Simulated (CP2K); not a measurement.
**GeNH2Cl (SMILES [NH2][Ge][Cl]): a first try and a second**

Aim: energy and gradient of GeNH2Cl at IPEA1-xTB.

The calculation is run with CP2K 2026.2.

5 further runs of the same task are left out: 1 that didn't finish, 4 set aside as unsound or not needed.

## Step 1: The structure to begin with

GeNH2Cl: 5 atoms, total charge 0, spin state singlet. As SMILES, `[NH2][Ge][Cl]`. Geometry: a GFN2-xTB relaxation, a rough one for these elements and not checked as a minimum. This is one conformer, not always the lowest.

Bond lengths: N1–Ge2 1.813 Å, Ge2–Cl3 2.167 Å, N1–H4 1.010 Å, N1–H5 1.008 Å. Angles: N1–Ge2–Cl3 96.3°, Ge2–N1–H4 126.8°, Ge2–N1–H5 123.6°, H4–N1–H5 109.6°.

## Step 2: Try one

molecule.pdb reads:

```
HETATM    1 N    MOL A   1      -0.512   0.293  -0.352  1.00  0.00           N
HETATM    2 Ge   MOL A   1      -0.097  -1.208   0.577  1.00  0.00          GE
HETATM    3 Cl   MOL A   1       1.931  -0.627   1.071  1.00  0.00          CL
HETATM    4 H    MOL A   1       0.088   1.089  -0.515  1.00  0.00           H
HETATM    5 H    MOL A   1      -1.411   0.453  -0.780  1.00  0.00           H
END
```

mol.inp reads:

```
&GLOBAL
  PROJECT mol
  RUN_TYPE ENERGY_FORCE
  PRINT_LEVEL MEDIUM
&END GLOBAL
&FORCE_EVAL
  METHOD QS
  &DFT
    CHARGE 0
    MULTIPLICITY 1
    &QS
      METHOD DFT
      EPS_DEFAULT 1.0E-10
      &XTB
        GFN_TYPE TBLITE
        &TBLITE
          METHOD IPEA1
        &END TBLITE
        CHECK_ATOMIC_CHARGES F
      &END XTB
    &END QS
    &POISSON
      PERIODIC NONE
      POISSON_SOLVER ANALYTIC
    &END POISSON
    &SCF
      SCF_GUESS ATOMIC
      EPS_SCF 1.0E-07
      MAX_SCF 150
      ADDED_MOS 8
      &DIAGONALIZATION
        ALGORITHM STANDARD
      &END DIAGONALIZATION
      &MIXING
        METHOD DIRECT_P_MIXING
        ALPHA 0.4
      &END MIXING
      &SMEAR ON
        METHOD FERMI_DIRAC
        ELECTRONIC_TEMPERATURE [K] 300
      &END SMEAR
    &END SCF
    &PRINT
      &MOMENTS
        PERIODIC F
        REFERENCE COM
        MAX_MOMENT 1
      &END MOMENTS
      &MO ON
        ENERGIES T
        OCCUPATION_NUMBERS T
        NDIGITS 6
        &EACH
          QS_SCF 0
        &END EACH
        ADD_LAST NUMERIC
      &END MO
      &HIRSHFELD OFF
      &END HIRSHFELD
    &END PRINT
  &END DFT
  &SUBSYS
    &CELL
      ABC [angstrom] 19.3 18.3 17.9
      PERIODIC NONE
    &END CELL
    &TOPOLOGY
      COORD_FILE_NAME molecule.pdb
      COORD_FILE_FORMAT PDB
      CONN_FILE_FORMAT OFF
      &CENTER_COORDINATES
      &END CENTER_COORDINATES
    &END TOPOLOGY
  &END SUBSYS
  &PRINT
    &FORCES ON
    &END FORCES
  &END PRINT
&END FORCE_EVAL
```

The run is started by

```console
$ OMP_NUM_THREADS=1 cp2k.psmp mol.inp > mol.out
```

The program printed:

```text
*******************************************************************************
 *   ___                                                                       *
 *  /   \                                                                      *
 * [ABORT]                                                                     *
 *  \___/                    invalid value for enumeration:DFT                 *
 *    |                                                                        *
 *  O/|                                                                        *
 * /| |                                                                        *
 * / \                                     input/input_enumeration_types.F:215 *
 *******************************************************************************

 ===== Routine Calling Stack =====

            6 val_create_parsing
            5 section_vals_parse
            4 section_vals_parse
            3 section_vals_parse
            2 section_vals_parse
            1 read_input

Program received signal SIGABRT: Process abort signal.

Backtrace for this error:
#0  0x5e98c7dbf957 in ???
#1  0x5e98e8674cac in __pthread_kill_implementation
#2  0x5e98e861bfb7 in raise
#3  0x5e98e8605d37 in abort
#4  0x5e98c8492d83 in ???
#5  0x5e98c8494297 in ???
#6  0x5e98c8494497 in ???
#7  0x5e98c85f226f in ???
#8  0x5e98c860183b in ???
#9  0x5e98c860367b in ???
#10  0x5e98c86038f7 in ???
#11  0x5e98c86038f7 in ???
#12  0x5e98c86038f7 in ???
#13  0x5e98c7ed9807 in ???
#14  0x5e98c8744e8b in ???
#15  0x5e98c8749d0b in ???
#16  0x5e98c7e60db3 in ???
#17  0x5e98c7e5ef13 in ???
#18  0x5e98e8606573 in __libc_start_call_main
#19  0x5e98e8606657 in __libc_start_main_impl
#20  0x5e98c7e5f06f in ???
#21  0xffffffffffffffff in ???
```

Run time: 0.32 s. Hardware: 1 thread of Arm Neoverse N1, shared host; peak memory 0.13 GiB.

## Step 3: Reading the log

The program refused the input.

The log says `\___/                    invalid value for enumeration:DFT`. The cause is that the keyword for the method is given a word that it doesn't take.

## Step 4: The mended input

molecule.pdb is that of step 2.

mol.inp, as its differences from that of step 2:

```diff
@@ -5,9 +5,9 @@
 &END GLOBAL
+
 &FORCE_EVAL
-  METHOD QS
+  METHOD Quickstep
   &DFT
-    CHARGE 0
-    MULTIPLICITY 1
+    # Quickstep
     &QS
-      METHOD DFT
+      METHOD XTB
       EPS_DEFAULT 1.0E-10
@@ -25,2 +25,3 @@
     &END POISSON
+    # self-consistent field
     &SCF
@@ -42,2 +43,3 @@
     &END SCF
+    # extra output
     &PRINT
@@ -62,4 +64,5 @@
   &SUBSYS
+    # box in angstrom
     &CELL
-      ABC [angstrom] 19.3 18.3 17.9
+      ABC 19.3 18.3 17.9
       PERIODIC NONE
```

The run is started by

```console
$ OMP_NUM_THREADS=1 cp2k.psmp -i mol.inp > mol.out 2>&1
```

The program printed:

```text
CP2K| version string:                                       CP2K version 2026.2
[...]
 GLOBAL| Method name                                                        CP2K
[...]
 GLOBAL| Run type                                                   ENERGY_FORCE
[...]
                             - Atoms:                                          5
[...]
                             - Spherical basis functions:                     27
[...]
 Number of electrons:                                                         18
[...]
  *** SCF run converged in    16 steps ***
[...]
  Fermi energy:                                                -0.31533583774156
[...]
 TB_DIPOLE| Moment [Debye]         -1.22639133       1.00941749      -0.98147830
 TB_DIPOLE| Derivative [a.u.]       0.00000000       0.00000000       0.00000000
[...]
 ENERGY| Total FORCE_EVAL ( QS ) energy [hartree]            -11.545942293577486
 FORCES| Atomic forces [hartree/bohr]
 FORCES|   Atom     x               y               z               |f|
 FORCES|      1  1.80575509E-03 -1.88371743E-02  1.05974522E-02   2.16888423E-02
 FORCES|      2  1.29367626E-02  1.26563532E-02 -1.57693814E-03   1.81667233E-02
 FORCES|      3 -1.06383958E-02 -6.80825565E-03 -6.34800265E-04   1.26463743E-02
 FORCES|      4  5.68878623E-03  1.09326312E-02 -3.46204316E-03   1.28011896E-02
 FORCES|      5 -9.79290806E-03  2.05644561E-03 -4.92367064E-03   1.11522441E-02
 FORCES| Sum    -8.67361738E-18 -6.46184495E-17  9.54097912E-18
 FORCES| Total atomic force                                       6.58923815E-17
[...]
```

Wall time 0.42 s (1 thread of Arm Neoverse N1, shared host); peak memory 0.14 GiB.

## Step 5: Outcome

Level: IPEA1-xTB.

| quantity | value |
| --- | --- |
| total energy | -11.54594 Eh |
| dipole moment (from atomic charges alone) | 1.87 D |
| HOMO energy | -11.82 eV |
| LUMO energy | -7.68 eV |
| HOMO–LUMO gap | 4.14 eV |
| largest force on an atom | 1.115 eV/Å |

The dipole comes from point charges on the atoms alone, without atomic dipoles, so it is partial. The largest force is 1.12 eV/Å: the shape isn't a stationary point for this species at this level.
